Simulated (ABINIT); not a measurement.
# AlSn (P-6m2) in ABINIT: a series of runs

The runs below take AlSn through single point, with PBE.

Everything below comes from runs of ABINIT 10.8.3 (patched build). Logs are shortened: lines on timing, memory, paths and dates and some standing lists are left out, and cuts for length are marked. The log counts tension as positive stress, the text compression.

### Step 1. The structure

The structure is hexagonal, space group P-6m2 (No. 187). Conventional cell: a = 4.198 Å, b = 4.198 Å, c = 3.307 Å, α = 90.00°, β = 90.00°, γ = 120.00°. Sn (site symmetry -6m2) has 6 Al at 2.93 Å and 2 Sn at 3.31 Å as nearest neighbours. Around Al (site symmetry -6m2) lie 6 Sn at 2.93 Å and 2 Al at 3.31 Å.

The cell comes from a database or a generator and needn't be the stable form of this composition.

### Step 2. Single point, PBE

File run.abi:

```
# Pseudopotentials
pp_dirpath "./"
pseudos "Sn.upf, Al.upf"

# Structure
acell 3*1.0
rprim
     7.9332698559     0.0000000000     0.0000000000
    -3.9666349279     6.8704132302     0.0000000000
     0.0000000000     0.0000000000     6.2490351660
ntypat 2
znucl 50 13
natom 2
typat 1 2
xred
     0.3333333333     0.6666666667     0.5000000000
     0.0000000000     0.0000000000     0.0000000000

# Plane-wave basis
ecut 979.609905 eV

# k points
kptopt 1
ngkpt 7 7 8
nshiftk 1
shiftk 0.0 0.0 0.0

# Exchange and correlation
ixc 11

# Bands and occupations
nband 13
occopt 3
tsmear 0.05 eV

# SCF cycle
nstep 100
tolvrs 1.0e-10

# Output
iomode 3
prtwf 0
prtden 0
prteig 0
prtebands 0
enunit 1
```

Potentials or basis: PseudoDojo NC SR PBE v0.4.1 standard.

Run with:

```console
abinit run.abi > log 2>&1
```

run.abo:

```text
.Version 10.8.3 of ABINIT
 Symmetries : space group P-6 m 2 (#187); Bravais hP (primitive hexag.)
================================================================================
 Values of the parameters that define the memory need of the present run
     intxc =       0    ionmov =       0      iscf =       7    lmnmax =       6
     lnmax =       6     mgfft =      45  mpssoang =       3    mqgrid =    3001
     natom =       2  nloc_mem =       1    nspden =       1   nspinor =       1
    nsppol =       1      nsym =      12    n1xccc =    2501    ntypat =       2
    occopt =       3   xclevel =       2
       mpw =        3563          nfft =       72900          nkpt =          40
================================================================================
================================================================================

--------------------------------------------------------------------------------
------------- Echo of variables that govern the present computation ------------
--------------------------------------------------------------------------------
 -outvars: echo values of preprocessed input variables --------
            acell      1.0000000000E+00  1.0000000000E+00  1.0000000000E+00 Bohr
              amu      1.18710000E+02  2.69815390E+01
             ecut      3.60000000E+01 Hartree
           enunit           1
              ixc          11
         kptrlatt        7    0    0      0    7    0      0    0    8
          kptrlen      4.99922813E+01
            natom           2
            nband          13
            ngfft          45      45      36
             nkpt          40
            nstep         100
             nsym          12
           ntypat           2
           occopt           3
           prtden           0
        prtebands           0
           prteig           0
            prtwf           0
            rprim      7.9332698559E+00  0.0000000000E+00  0.0000000000E+00
                      -3.9666349279E+00  6.8704132302E+00  0.0000000000E+00
                       0.0000000000E+00  0.0000000000E+00  6.2490351660E+00
          spgroup         187
           tolvrs      1.00000000E-10
           tsmear      1.83746611E-03 Hartree
            typat      1  2
           xangst     -1.9226708148E-10  2.4237774057E+00  1.6534234989E+00
                      -2.0990553105E-10  1.2118874576E-10  0.0000000000E+00
            xcart     -3.6333212702E-10  4.5802754870E+00  3.1245175830E+00
                      -3.9666396600E-10  2.2901353903E-10  0.0000000000E+00
             xred      3.3333333330E-01  6.6666666670E-01  5.0000000000E-01
                      -3.3333410106E-11  3.3333299084E-11  0.0000000000E+00
            znucl       50.00000   13.00000

================================================================================

 chkinp: Checking input parameters for consistency.

================================================================================
== DATASET  1 ==================================================================

--- !DatasetInfo
iteration_state: {dtset: 1, }
dimensions: {natom: 2, nkpt: 40, mband: 13, nsppol: 1, nspinor: 1, nspden: 1, mpw: 3563, }
cutoff_energies: {ecut:  36.0, pawecutdg:  -1.0, }
electrons: {nelect:   1.70000000E+01, charge:   0.00000000E+00, occopt:   3.00000000E+00, tsmear:   1.83746611E-03, }
meta: {optdriver: 0, ionmov: 0, optcell: 0, iscf: 7, paral_kgb: 0, }
...

 Exchange-correlation functional for the present dataset will be:
  GGA: Perdew-Burke-Ernzerhof functional - ixc=11
  J.P.Perdew, K.Burke, M.Ernzerhof, PRL 77, 3865 (1996)

 Real(R)+Recip(G) space primitive vectors, cartesian coordinates (Bohr,Bohr^-1):
 R(1)=  7.9332699  0.0000000  0.0000000  G(1)=  0.1260514  0.0727758  0.0000000
 R(2)= -3.9666349  6.8704132  0.0000000  G(2)=  0.0000000  0.1455517  0.0000000
 R(3)=  0.0000000  0.0000000  6.2490352  G(3)=  0.0000000  0.0000000  0.1600247
 Unit cell volume ucvol=  3.4060268E+02 bohr^3
 Angles (23,13,12)=  9.00000000E+01  9.00000000E+01  1.20000000E+02 degrees

 getcut: wavevector=  0.0000  0.0000  0.0000  ngfft=  45  45  36
         ecut(hartree)=     36.000   => boxcut(ratio)=   2.05345

--- Pseudopotential description ------------------------------------------------
- pspini: atom type   1  psp file is ./Sn.upf
12 -101130 2 -1 1628                          pspcod,pspxc,lmax,lloc,mmax
     nproj     2     2     2

- pspini: atom type   2  psp file is ./Al.upf
12 -101130 2 -1 1876                          pspcod,pspxc,lmax,lloc,mmax
     nproj     2     2     2

   6.24450277E+02                                ecore*ucvol(ha*bohr**3)
--------------------------------------------------------------------------------

================================================================================

--- !BeginCycle
iteration_state: {dtset: 1, }
solver: {iscf: 7, nstep: 100, nline: 4, wfoptalg: 0, }
tolerances: {tolvrs: 1.00E-10, }
...

     iter   Etot(hartree)      deltaE(h)  residm     vres2
 ETOT  1  -80.804335398171    -8.080E+01 7.363E-01 3.774E+00
 ETOT  2  -81.110714127352    -3.064E-01 2.581E-03 1.432E+00
 ETOT  3  -81.110830848139    -1.167E-04 8.266E-04 1.146E-01
 ETOT  4  -81.110840205935    -9.358E-06 6.510E-04 2.144E-03
 ETOT  5  -81.110840334399    -1.285E-07 2.347E-04 4.278E-04
 ETOT  6  -81.110840372180    -3.778E-08 1.900E-04 2.676E-05
 ETOT  7  -81.110840374100    -1.920E-09 6.184E-05 2.360E-07
 ETOT  8  -81.110840374124    -2.335E-11 4.614E-05 2.111E-09
 ETOT  9  -81.110840374124    -4.547E-13 1.570E-05 1.678E-10
 ETOT 10  -81.110840374124    -1.705E-13 1.363E-05 3.443E-12

 At SCF step   10       vres2   =  3.44E-12 < tolvrs=  1.00E-10 =>converged.

 Cartesian components of stress tensor (hartree/bohr^3)
  sigma(1 1)= -3.95534384E-06  sigma(3 2)=  0.00000000E+00
  sigma(2 2)= -3.95534370E-06  sigma(3 1)=  0.00000000E+00
  sigma(3 3)= -1.41128688E-05  sigma(2 1)= -3.91439539E-14

--- !ResultsGS
iteration_state: {dtset: 1, }
comment   : Summary of ground state results
lattice_vectors:
- [  7.9332699,   0.0000000,   0.0000000, ]
- [ -3.9666349,   6.8704132,   0.0000000, ]
- [  0.0000000,   0.0000000,   6.2490352, ]
lattice_lengths: [   7.93327,    7.93327,    6.24904, ]
lattice_angles: [ 90.000,  90.000, 120.000, ] # degrees, (23, 13, 12)
lattice_volume:   3.4060268E+02
convergence: {deltae: -1.705E-13, res2:  3.443E-12, residm:  1.363E-05, diffor: null, }
etotal    :  -8.11108404E+01
entropy   :   0.00000000E+00
fermie    :   1.88375405E-01
cartesian_stress_tensor: # hartree/bohr^3
- [ -3.95534384E-06,  -3.91439539E-14,   0.00000000E+00, ]
- [ -3.91439539E-14,  -3.95534370E-06,   0.00000000E+00, ]
- [  0.00000000E+00,   0.00000000E+00,  -1.41128688E-05, ]
pressure_GPa:   2.1599E-01
xred      :
- [  3.3333E-01,   6.6667E-01,   5.0000E-01, Sn]
- [ -3.3333E-11,   3.3333E-11,   0.0000E+00, Al]
cartesian_forces: # hartree/bohr
- [  3.39411777E-29,   4.01520977E-26,  -0.00000000E+00, ]
- [ -3.39411777E-29,  -4.01520977E-26,  -0.00000000E+00, ]
force_length_stats: {min:   4.01521120E-26, max:   4.01521120E-26, mean:   4.01521120E-26, }
...

 Integrated electronic density in atomic spheres:
 ------------------------------------------------
 Atom  Sphere_radius  Integrated_density
    1        2.00000         10.56962643
    2        2.00000          0.83920395
================================================================================

 ----iterations are completed or convergence reached----

 Mean square residual over all n,k,spin=   48.458E-09; max=  13.632E-06
 reduced coordinates (array xred) for    2 atoms
       0.333333333300      0.666666666700      0.500000000000
      -0.000000000033      0.000000000033      0.000000000000
 rms dE/dt=  2.2513E-25; max dE/dt=  5.3853E-28; dE/dt below (all hartree)
    1       0.000000000000     -0.000000000000      0.000000000000
    2       0.000000000000      0.000000000000      0.000000000000

 cartesian coordinates (angstrom) at end:
    1     -0.00000000019227     2.42377740574908     1.65342349886762
    2     -0.00000000020991     0.00000000012119     0.00000000000000

 cartesian forces (hartree/bohr) at end:
    1      0.00000000000000     0.00000000000000    -0.00000000000000
    2     -0.00000000000000    -0.00000000000000    -0.00000000000000
 frms,max,avg= 2.3181833E-26 4.0152098E-26   0.000E+00  0.000E+00  0.000E+00 h/b

 cartesian forces (eV/Angstrom) at end:
    1      0.00000000000000     0.00000000000000    -0.00000000000000
    2     -0.00000000000000    -0.00000000000000    -0.00000000000000
 frms,max,avg= 1.1920578E-24 2.0647039E-24   0.000E+00  0.000E+00  0.000E+00 e/A
 length scales=  1.000000000000  1.000000000000  1.000000000000 bohr
              =  0.529177210544  0.529177210544  0.529177210544 angstroms
 Fermi (or HOMO) energy (eV) =   5.12596   Average Vxc (eV)=  -9.59453
 Eigenvalues (   eV  ) for nkpt=  40  k points:
 kpt#   1, nband= 13, wtk=  0.00255, kpt=  0.0000  0.0000  0.0000 (reduced coord)
 -16.27365  -16.17985  -16.17985  -16.15141  -16.15141   -5.33135    4.90210    4.90210
   5.81672    7.73555    8.24310    8.24310   10.31067
 prteigrs : prtvol=0 or 1, do not print more k-points.

--- !EnergyTerms
iteration_state     : {dtset: 1, }
comment             : Components of total free energy in Hartree
kinetic             :  4.77245610291652E+01
hartree             :  2.19746491060363E+01
xc                  : -2.30861861410311E+01
Ewald energy        : -4.57657341157096E+01
psp_core            :  1.83336867961080E+00
local_psp           : -6.18661380430117E+01
non_local_psp       : -2.19252110567461E+01
internal            : -8.11106905416862E+01
'-kT*entropy'       : -1.49832438072451E-04
total_energy        : -8.11108403741243E+01
total_energy_eV     : -2.20713840615641E+03
band_energy         : -5.72638438010874E+00
...

 Cartesian components of stress tensor (hartree/bohr^3)
  sigma(1 1)= -3.95534384E-06  sigma(3 2)=  0.00000000E+00
  sigma(2 2)= -3.95534370E-06  sigma(3 1)=  0.00000000E+00
  sigma(3 3)= -1.41128688E-05  sigma(2 1)= -3.91439539E-14

-Cartesian components of stress tensor (GPa)         [Pressure=  2.1599E-01 GPa]
- sigma(1 1)= -1.16370233E-01  sigma(3 2)=  0.00000000E+00
- sigma(2 2)= -1.16370229E-01  sigma(3 1)=  0.00000000E+00
- sigma(3 3)= -4.15214936E-01  sigma(2 1)= -1.15165488E-09

== END DATASET(S) ==============================================================
================================================================================

 -outvars: echo values of variables after computation  --------
            acell      1.0000000000E+00  1.0000000000E+00  1.0000000000E+00 Bohr
           etotal     -8.1110840374E+01
            fcart      3.3941177750E-29  4.0152097679E-26 -0.0000000000E+00
                      -3.3941177750E-29 -4.0152097679E-26 -0.0000000000E+00
            rprim      7.9332698559E+00  0.0000000000E+00  0.0000000000E+00
                      -3.9666349279E+00  6.8704132302E+00  0.0000000000E+00
                       0.0000000000E+00  0.0000000000E+00  6.2490351660E+00
           strten     -3.9553438353E-06 -3.9553436995E-06 -1.4112868826E-05
                       0.0000000000E+00  0.0000000000E+00 -3.9143953896E-14
           xangst     -1.9226708148E-10  2.4237774057E+00  1.6534234989E+00
                      -2.0990553105E-10  1.2118874576E-10  0.0000000000E+00
             xred      3.3333333330E-01  6.6666666670E-01  5.0000000000E-01
                      -3.3333410106E-11  3.3333299084E-11  0.0000000000E+00
 Calculation completed.
```

It took 57 s on 1 thread of Arm Neoverse V1, shared host; peak memory 0.1 GiB.

Results:

| Quantity | Value |
| --- | --- |
| Free energy | -2207.1384 eV |
| Pressure | 0.2 GPa |
| Band gap on the k mesh | none (metal or under the smearing width) |
| Valence electrons inside the program's atomic spheres | Sn 10.57; Al 0.84 |

[end of part 1 of 2]
